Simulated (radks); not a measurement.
# Cr¹⁷⁺ in [He] 2s2 2p2 3d1: an all-electron calculation

What are the levels of the chromium ion Cr17+, how large are its shells, and how does its energy divide?

The numbers are computed with radks (a radial shooting solver on a logarithmic mesh, Libxc functionals) version 1 (Dirac Kohn-Sham, LDA (Slater exchange, Perdew-Wang correlation), spin-unpolarised, spherical densities, point nucleus; open shells fill j = l - 1/2 first), except any that are marked as measured or tabulated.

## (1) The atom as given

| Quantity | Value |
| --- | --- |
| element | chromium (Z = 24) |
| charge | +17 |
| electrons | 7 |
| configuration | [He] 2s2 2p2 3d1 |

## (2) Self-consistent calculation

The run's settings:

```text
Z 24
configuration [He] 2s2 2p2 3d1 3s0 3p0 4d0 4f0
relativity Dirac
functional lda,pw
spin unpolarised
j_filling energy
nucleus point
c 137.035999084
```

What does the calculation give?

**Answer**, as computed:

```
                        quantity                    value
                    total energy       -811.29021 hartree
exchange-correlation share of it                   2.96 %
                            −T/E                   1.0152
          highest occupied level        3d3/2, -486.80 eV
    most extended occupied level  3d3/2, <r> = 0.555 bohr
 radius at density 0.001 e/bohr³                1.34 bohr
    maxima of the radial density                        2
```

What this shows: 3 principal shells are occupied and 2 maxima appear in the radial density; where shells overlap, one shows as a shoulder or not at all. −T/E is 1.015: with relativity the kinetic term as defined here no longer equals −E. This is not the tabulated ground configuration, so its levels and sizes aren't those of the ground state, and no measured value stands beside it.
